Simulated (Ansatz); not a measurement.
# SrHfN2: the cost of one run

All numbers are computed with Ansatz 0.2.0, driven from Python. Level of theory: DFT r2SCAN+D4, plane waves, norm-conserving potentials.

### Step 1. The system

It takes space group P4/nmm (No. 129, tetragonal). The conventional cell has a = 4.021 Å, b = 4.021 Å, c = 8.221 Å, α = 90.00°, β = 90.00°, γ = 90.00°. Around Sr (site symmetry 4mm) lie 5 N at 2.54 to 2.85 Å. Around Hf (site symmetry 4mm) lie 5 N at 1.99 to 2.15 Å. N (site symmetry -4m2) has 4 Hf at 2.15 Å as nearest neighbours. N (site symmetry 4mm) has 1 Hf at 1.99 Å and 5 Sr at 2.54 to 2.85 Å as nearest neighbours.

No structure file is read: the coordinates are typed or built in the script.

### Step 2. The code

File run_berry.py:

```python
# -*- coding: utf-8 -*-
"""Change of polarisation in SrHfN2 when one atom moves."""

import ansatz
import numpy as np

FUNCTIONAL = "r2scan"
DISPERSION = "d4"
K_DENSITY = 1.9
SCF_TOL = 1e-08
MAX_ITERATIONS = 150
SMEARING = "fixed"


def main():
    vectors = np.array([
        [4.021211, 0.0, 0.0],
        [0.0, 4.021211, 0.0],
        [0.0, 0.0, 8.22139],
    ])
    srhfn2 = (
        ansatz.Lattice.of(vectors)
        .atom("Sr", (0.0, 0.5, 0.143008))
        .atom("Sr", (0.5, 0.0, 0.856992))
        .atom("Hf", (0.0, 0.5, 0.592377))
        .atom("Hf", (0.5, 0.0, 0.407623))
        .atom("N", (0.0, 0.0, 0.5))
        .atom("N", (0.5, 0.5, 0.5))
        .atom("N", (0.0, 0.5, 0.834279))
        .atom("N", (0.5, 0.0, 0.165721))
    )

    def polarisation(structure):
        return (
            structure.calculation()
            .functional(FUNCTIONAL, dispersion=DISPERSION)
            .pseudopotentials("nc")
            .kpoints(density=K_DENSITY)
            .scf(tolerance=SCF_TOL, max_iterations=MAX_ITERATIONS)
            .occupations(SMEARING)
            .polarization()
            .run()
            .polarization()
        )


    vectors = np.array(srhfn2.lattice.vectors)
    shifted = srhfn2.move(2, to=np.array(srhfn2.sites[2].position) + 0.02 * np.linalg.inv(vectors)[0])
    before, after = polarisation(srhfn2), polarisation(shifted)
    for label, p in (("as typed", before), ("shifted", after)):
        print(label, "reduced polarisation:", [round(axis.reduced, 4) for axis in p.axes], "modulo", p.modulus)
    # take the change on the nearest branch, then turn it into a dipole per cell
    change = np.array([b.reduced - a.reduced for a, b in zip(before.axes, after.axes)])
    change -= before.modulus * np.round(change / before.modulus)
    dipole = change @ vectors
    print("dipole change (e A):", np.round(dipole, 4) + 0.0)
    print("column of the Born charge of", srhfn2.sites[2].symbol, "for a shift along x:", np.round(dipole / 0.02, 2) + 0.0)


if __name__ == "__main__":
    main()
```

### Step 3. What the engine is handed

The package turns the script's settings into the engine's input (first run):

```yaml
crystal:
  lattice:
    - [4.021211, 0.0, 0.0]
    - [0.0, 4.021211, 0.0]
    - [0.0, 0.0, 8.22139]
  atoms:
    - { symbol: Sr, position: [0.0, 0.5, 0.143008] }
    - { symbol: Sr, position: [0.5, 0.0, 0.856992] }
    - { symbol: Hf, position: [0.0, 0.5, 0.592377] }
    - { symbol: Hf, position: [0.5, 0.0, 0.407623] }
    - { symbol: "N", position: [0.0, 0.0, 0.5] }
    - { symbol: "N", position: [0.5, 0.5, 0.5] }
    - { symbol: "N", position: [0.0, 0.5, 0.834279] }
    - { symbol: "N", position: [0.5, 0.0, 0.165721] }
kpoints:
  mp_grid:
    kspacing: 0.5263157894736842
hamiltonian:
  xc: r2scan
  dispersion: d4
  pseudopotentials:
    kind: nc
scf:
  max_iter: 150
  convergence:
    dr2_threshold: 1.0e-08
  occupations:
    method: fixed
output:
  polarization: {}
```

### Step 4. Running it

Run with:

```bash
python run_berry.py
```

What time and memory should one allow on 1 thread of Arm Neoverse V2, shared host?

About 3.1 min, with a peak of 0.75 GiB.
